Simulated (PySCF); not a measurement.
**[Tb(OH)2]2+: other functionals and bases at one geometry**

One table from this session's results is given with a row withheld; the runs are named, their logs left out.

The runs use PySCF 2.14.0; several levels, as the steps say, no spin–orbit coupling.

1 further run of the same task is left out (for a known fault of the program).

## Starting geometry

5 atoms, charge 2, spin multiplicity 1.

Bond lengths: Tb1–O2 1.858 Å, Tb1–H3 2.830 Å, Tb1–O4 1.858 Å, Tb1–H5 2.830 Å, O2–H3 0.986 Å, O4–H5 0.986 Å. Angles: O2–Tb1–H3 4.2°, O2–Tb1–O4 104.8°, O2–Tb1–H5 100.7°, H3–Tb1–O4 100.7°, H3–Tb1–H5 96.5°, O4–Tb1–H5 4.2°, Tb1–O2–H3 168.0°, Tb1–H3–O2 7.9°, Tb1–O4–H5 168.0°, Tb1–H5–O4 7.9°.

As a file:

```xyz
5
H2O2Tb
Tb    0.0000    0.0000   -0.6636
O     1.4721   -0.0338    0.4694
H     2.1105   -0.0492    1.2204
O    -1.4721    0.0338    0.4694
H    -2.1105    0.0492    1.2204
```

Formal oxidation states: Tb +4. Each metal's 7 4f electrons lie in its core potential, so multiplicities, spins and levels count the valence alone. An earlier session relaxed this geometry at PBE0, Tb lcecp-2-SVP with ECP53, O def2-SVP, H def2-SVP (singlet, point group C2v).

At PBE0 on the finer grid: E = -194.091077 Eh, frontier levels not given, since the 4f levels lie in the core, Mulliken charge on Tb1 +1.93 e, largest force component 0.015 eV/Å. 

Levels to run: wB97X; B3LYP; PBE0, TZVP. Hardware: 2 threads of Arm Neoverse V2, shared host.

Set-up of the first run:

run.py (the lines that set the calculation)

```python
mol = gto.M(atom='''
Tb     0.00000     0.00000    -0.66362
O      1.47208    -0.03379     0.46939
H      2.11050    -0.04921     1.22039
O     -1.47208     0.03379     0.46939
H     -2.11050     0.04921     1.22039''',
    basis={'Tb': 'lcecp-2-SVP', 'O': 'def2-SVP', 'H': 'def2-SVP'},
    ecp={'Tb': 'lcecp-2-SVP'},
    charge=2, spin=0)
mf = dft.RKS(mol, xc='WB97X')
mf.grids.atom_grid = (75, 302)  # f atoms: unpruned, at least (60, 302)
mf = mf.density_fit()  # fitting sets: Tb AutoAux, O def2-universal-JKFIT, H def2-universal-JKFIT
mf.conv_tol = 1e-08; mf.max_cycle = 55
mf.kernel(dm0)  # dm0: the density of the relaxed state
```

On the command line:

```sh
$ OMP_NUM_THREADS=2 python run.py
```

Among the steps run: wB97X; B3LYP; PBE0, TZVP.

One table of the session follows, with a row left open; its other results are not shown here.

| level | charge on Tb1 (e) | dipole (D) | largest force component (eV/Å) |
| --- | --- | --- | --- |
| PBE0 (relaxed here) | 1.93 | 0.20 | 0.02 |
| wB97X | 1.96 | 0.51 | 0.06 |
| B3LYP | ? | ? | ? |
| PBE0, TZVP | 2.19 | 0.41 | 0.28 |

**Question.** Estimate the row for B3LYP.

**Answer.** charge on Tb1 (e): 1.88; dipole (D): 0.13; largest force component (eV/Å): 0.63. In the column «charge on Tb1 (e)» it is the lowest.

The dipole of a charged species depends on the origin, so these sizes hold for this origin alone.

The largest leftover force, 0.63 eV/Å with B3LYP, stands at a geometry relaxed at another level. With 4f in the core, its levels are missing from HOMO and gap, and its count is fixed, so no charge can pass from the ligands into it. Total energies of different levels can't be compared.
